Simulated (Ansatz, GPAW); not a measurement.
## A script for MgIF (GLLB-SC)

These are simulated results from GPAW 26.7.0, not measurements. The cell was built from a prototype and was relaxed with r2SCAN in plane waves (Ansatz 0.2.0). It may be hypothetical. It is a single sheet, repeated along a and b, with vacuum along c. All runs are without spin polarisation.

The sheet's in-plane cell has a = 3.714 Å, b = 3.714 Å (γ = 120.0°), and its outermost atoms lie 2.60 Å apart along the normal. Mg is surrounded by 3 F at 2.28 Å and 3 I at 2.81 Å; F is surrounded by 3 Mg at 2.28 Å; I is surrounded by 3 Mg at 2.81 Å.

GLLB-SC is a model potential. Its fundamental gap is the Kohn-Sham gap plus a derivative discontinuity, which the script evaluates at the band edges among the listed k points. Its total energy isn't variational and serves nothing here.

The script, run.py:

```python
import json
from ase import Atoms
from gpaw import GPAW, PW, FermiDirac

atoms = Atoms(['Mg', 'F', 'I'],
              cell=[[3.713641, -0.0, -0.0], [-1.856821, 3.216107, -0.0], [-0.0, -0.0, 29.255505]],
              scaled_positions=[[-0.0, 0.0, 0.319489], [0.333333, 0.666667, 0.346091], [0.666667, 0.333333, 0.257323]],
              pbc=True)
calc = GPAW(mode=PW(400), xc='GLLBSC', kpts={'size': (6, 6, 1), 'gamma': True},
            occupations=FermiDirac(0.02), maxiter=100, legacy_gpaw=True, txt='gpaw.txt')
atoms.calc = calc
res = {'energy': atoms.get_potential_energy(force_consistent=True)}
res['electrons'] = calc.get_number_of_electrons()
res['k'] = calc.get_ibz_k_points().tolist()
res['levels'] = [calc.get_eigenvalues(kpt=i).tolist() for i in range(len(res['k']))]
points = [[0.0, 0.0, 0.0], [0.5, 0.0, 0.0], [0.333333, 0.333333, 0.0]]
bands = calc.fixed_density(kpts=points, symmetry='off', nbands=round(res['electrons']) // 2 + 6, convergence={'bands': -2}, txt='bands.txt')
res['points'] = [bands.get_eigenvalues(kpt=i).tolist() for i in range(len(points))]
homo, lumo = bands.get_homo_lumo()
potential = calc.hamiltonian.xc.response.calculate_discontinuity_potential(homo, lumo)
res['discontinuity'] = bands.hamiltonian.xc.response.calculate_discontinuity(potential)
json.dump(res, open('results.json', 'w'))
print('free energy (eV):', round(res['energy'], 5))
```

Command: `python run.py`. It took 44 s on 1 thread of AMD EPYC 9R45 96-Core Processor (Zen 5), with other jobs on the host, peak memory 0.33 GiB.

The log gpaw.txt, trimmed of paths, versions and times, then the last line on the terminal. An iter line gives the energy in eV and the logarithms of the changes of orbitals (plane waves alone) and density (c: converged):

```
___ ___ ___ _ _ _
 |   |   |_  | | | |

 | | | | | . | | | |

 |__ |  _|___|_____|  26.7.0
 |___|_|

Input parameters:
  kpts: {gamma: True,
         size: (6, 6, 1)}
  maxiter: 100
  mode: {ecut: 400.0,
         name: pw}
  occupations: {fixmagmom: False,
                name: fermi-dirac,
                width: 0.02}
  xc: GLLBSC

System changes: positions, numbers, cell, pbc, initial_charges, initial_magmoms

Initialize ...

species:
  Mg:
    name:    Magnesium
    Z:       12.0
    valence: 10
    core:    2
    charge:  0.0  # [|e|]
    compensation charges:
      type: gauss
      rc: 0.33  # [Å]
      lmax: 2
    cutoffs:
      filter: 1.86  # [Å]
      core: 0.54  # [Å]
    projectors
    | kind |    occ | energy [eV] | rcut [Å] |

    |------|--------|-------------|----------|

    |   2s |  2.000 |     -81.998 |    1.090 |

    |   3s |  2.000 |      -6.877 |    1.090 |

    |   2p |  6.000 |     -48.239 |    1.085 |

    |   3p |  0.000 |      -3.605 |    1.085 |

    |    d |        |       0.000 |    1.037 |

    Using partial waves for Mg as LCAO basis

  F:
    name:    Fluorine
    Z:       9.0
    valence: 7
    core:    2
    charge:  0.0  # [|e|]
    compensation charges:
      type: gauss
      rc: 0.20  # [Å]
      lmax: 2
    cutoffs:
      filter: 1.14  # [Å]
      core: 0.74  # [Å]
    projectors
    | kind |    occ | energy [eV] | rcut [Å] |

    |------|--------|-------------|----------|

    |   2s |  2.000 |     -36.122 |    0.635 |

    |   2p |  5.000 |     -16.598 |    0.635 |

    |    s |        |      -8.911 |    0.635 |

    |    p |        |      10.613 |    0.635 |

    |    d |        |       0.000 |    0.635 |

    Using partial waves for F as LCAO basis

  I:
    name:    Iodine
    Z:       53.0
    valence: 7
    core:    46
    charge:  0.0  # [|e|]
    compensation charges:
      type: gauss
      rc: 0.37  # [Å]
      lmax: 2
    cutoffs:
      filter: 2.06  # [Å]
      core: 2.96  # [Å]
    projectors
    | kind |    occ | energy [eV] | rcut [Å] |

    |------|--------|-------------|----------|

    |   5s |  2.000 |     -20.049 |    1.164 |

    |   5p |  5.000 |     -10.166 |    1.164 |

    |    s |        |       7.162 |    1.164 |

    |    p |        |      17.045 |    1.164 |

    |    d |        |       0.000 |    1.164 |

    Using partial waves for I as LCAO basis

Reference energy: -201602.551072  # eV

Spin-paired calculation

Convergence criteria:
 Maximum [total energy] change in last 3 cyles: 0.0005 eV / valence electron
 Maximum integral of absolute [dens]ity change: 0.0001 electrons / valence electron
 Maximum integral of absolute [eigenst]ate change: 4e-08 eV^2 / valence electron
 Maximum number of scf [iter]ations: 100
 (Square brackets indicate name in SCF output, whereas a 'c' in
 the SCF output indicates the quantity has converged.)

Symmetries present (total): 1

  ( 1  0  0)
  ( 0  1  0)
  ( 0  0  1)

36 k-points: 6 x 6 x 1 Monkhorst-Pack grid + [1/12,1/12,0.000000]
20 k-points in the irreducible part of the Brillouin zone
       k-points in crystal coordinates                weights
   0:     0.00000000    0.00000000    0.00000000          1/36
[... 1 lines left out ...]
   2:     0.00000000    0.33333333    0.00000000          2/36
   3:     0.00000000    0.50000000    0.00000000          1/36
   4:     0.16666667   -0.33333333    0.00000000          2/36
   5:     0.16666667   -0.16666667    0.00000000          2/36
   6:     0.16666667    0.00000000    0.00000000          2/36
   7:     0.16666667    0.16666667    0.00000000          2/36
   8:     0.16666667    0.33333333    0.00000000          2/36
   9:     0.16666667    0.50000000    0.00000000          2/36
          ...
  19:     0.50000000    0.50000000    0.00000000          1/36

Wave functions: Plane wave expansion
  Cutoff energy: 400.000 eV
  Number of coefficients (min, max): 6275, 6414
  Pulay-stress correction: 0.000000 eV/Ang^3 (de/decut=0.000000)
  Using FFTW library
  ScaLapack parameters: grid=1x1, blocksize=None
  Wavefunction extrapolation:
    Improved wavefunction reuse through dual PAW basis

Occupation numbers: Fermi-Dirac:
  width: 0.0200  # eV

Eigensolver
   Davidson(niter=2)

Densities:
  Coarse grid: 18*18*135 grid
  Fine grid: 36*36*270 grid
  Total Charge: 0.000000

Density mixing:
  Method: separate
  Backend: msr1
  Linear mixing parameter: 0.05
  old densities: 10
  Width of damping distribution: 1.1
  Damping of long wavelength oscillations: 20

Hamiltonian:
  XC and Coulomb potentials evaluated on a 36*36*270 grid
  Using the GLLBSC Exchange-Correlation functional
  External potential:
    NoExternalPotential

XC parameters: GLLBSC functional being used consists of
  -----------------------------------------------------------------------
  | Weight | Module     | Description                                   |

  -----------------------------------------------------------------------
  |  1.000 | SCREENING  | GGA_X_PBE_SOL with 2 nearest neighbor stencil |

  |  1.000 | RESPONSE   | eps=0.0500 eV                                 |

  |  1.000 | XC         | GGA_C_PBE_SOL with 2 nearest neighbor stencil |

  -----------------------------------------------------------------------

Memory estimate:
  Process memory now: 134.60 MiB
  Calculator: 91.89 MiB
    Density: 25.48 MiB
      Arrays: 8.68 MiB
      Localized functions: 10.13 MiB
      Mixer: 6.67 MiB
    Hamiltonian: 5.95 MiB
      Arrays: 5.67 MiB
      XC: 0.00 MiB
      Poisson: 0.00 MiB
      vbar: 0.28 MiB
    Wavefunctions: 60.46 MiB
      Arrays psit_nG: 31.32 MiB
      Eigensolver: 2.09 MiB
      Projections: 0.19 MiB
      Projectors: 23.23 MiB
      PW-descriptor: 3.63 MiB

Total number of cores used: 1

Number of atoms: 3
Number of atomic orbitals: 16
Number of bands in calculation: 16
Number of valence electrons: 24
Bands to converge: occupied

... initialized

Initializing position-dependent things.

Density initialized from atomic densities
Creating initial wave functions:
  16 bands from LCAO basis set
Positions:
   0 Mg     0.000000    0.000000    9.346812    ( 0.0000,  0.0000,  0.0000)
   1 F     -0.000002    2.144072   10.125067    ( 0.0000,  0.0000,  0.0000)
   2 I      1.856822    1.072035    7.528114    ( 0.0000,  0.0000,  0.0000)

Unit cell:
           periodic     x           y           z      points  spacing
  1. axis:    yes    3.713641   -0.000000   -0.000000    18     0.1787
  2. axis:    yes   -1.856821    3.216107   -0.000000    18     0.1787
  3. axis:    yes   -0.000000   -0.000000   29.255505   135     0.2167

  Lengths:   3.713641   3.713641  29.255505
  Angles:   90.000000  90.000000 120.000010

Effective grid spacing dv^(1/3) = 0.1999

iter:   1   -12.918862
iter:   2   -13.701022   -0.65  -1.20
iter:   3   -14.804737   -0.07  -1.08
iter:   4   -10.156917   -0.62  -1.00
iter:   5   -10.296530   -1.13  -1.17
iter:   6    -9.450329   -1.33  -1.39
iter:   7    -9.608413   -1.84  -1.23
iter:   8    -9.884504   -1.69  -1.42
iter:   9    -9.781085   -2.49  -2.24
iter:  10    -9.750596   -2.59  -2.26
iter:  11    -9.817063   -2.64  -2.46
iter:  12    -9.835899   -3.12  -3.17
iter:  13    -9.831762   -3.46  -3.09
iter:  14    -9.824718c  -3.70  -3.58
iter:  15    -9.826983c  -3.90  -4.15c
iter:  16    -9.826260c  -4.09  -4.20c
iter:  17    -9.826522c  -4.27  -4.70c
iter:  18    -9.826539c  -4.44  -4.82c
iter:  19    -9.826674c  -4.62  -4.89c
iter:  20    -9.826737c  -4.79  -5.48c
iter:  21    -9.826728c  -4.95  -5.75c
iter:  22    -9.826718c  -5.11  -5.81c
iter:  23    -9.826714c  -5.26  -5.74c
iter:  24    -9.826713c  -5.41  -5.97c
iter:  25    -9.826708c  -5.57  -5.84c
iter:  26    -9.826711c  -5.73  -5.93c
iter:  27    -9.826708c  -5.92  -5.80c
iter:  28    -9.826707c  -6.11  -5.78c
iter:  29    -9.826708c  -6.34  -5.76c
iter:  30    -9.826694c  -6.55  -5.75c
iter:  31    -9.826695c  -6.72  -5.96c
iter:  32    -9.826696c  -6.88  -5.99c
iter:  33    -9.826700c  -7.03  -6.06c
iter:  34    -9.826708c  -7.18  -6.07c
iter:  35    -9.826711c  -7.31  -6.23c
iter:  36    -9.826730c  -7.47c -6.25c

Converged after 36 iterations.

Energy contributions relative to reference atoms: (reference = -201602.551072)

Kinetic:        +58.569385
Potential:      -52.000579
External:        +0.000000
XC:             -17.107657
Entropy (-ST):   -0.000000
Local:           +0.712121
SIC:             +0.000000
--------------------------
Free energy:     -9.826730
Extrapolated:    -9.826730

GLLBSC response reference energy: -3.44891 eV (from HOMO)

Showing only first 2 kpts
 Kpt  Band  Eigenvalues  Occupancy
  0    10     -3.44893    2.00000
  0    11     -3.44890    2.00000
  0    12     -0.30936    0.00000
  0    13      2.56225    0.00000

  1    10     -4.91805    2.00000
  1    11     -3.79071    2.00000
  1    12      0.16799    0.00000
  1    13      2.95491    0.00000

Fermi level: -0.92148

Gap: 3.140 eV
Transition (v -> c):
  (s=0, k=0, n=11, [0.00, 0.00, 0.00]) -> (s=0, k=0, n=12, [0.00, 0.00, 0.00])
No difference between direct/indirect transitions

free energy (eV): -9.82673
```

The gap in the log is over the mesh alone; results.json adds the listed points. GLLB-SC gives a gap of 4.26 eV (3.140 eV Kohn-Sham over the listed points plus 1.121 eV discontinuity). On the same cell, plane-wave PBE (Ansatz, 12×12×1 k points and the special points) gives a gap of 1.50 eV and r2SCAN a gap of 2.00 eV; on shared hosts these took about 6.2 and 13 core-seconds on the 3-atom cell, against 44 for the script. Spin-orbit coupling, left out in all these runs, can cut or reorder the gap by tenths of an eV, up to about 1 eV with Pb or Bi.

Spin-orbit coupling is left out, which matters wherever the heavy atoms make up the band edges.
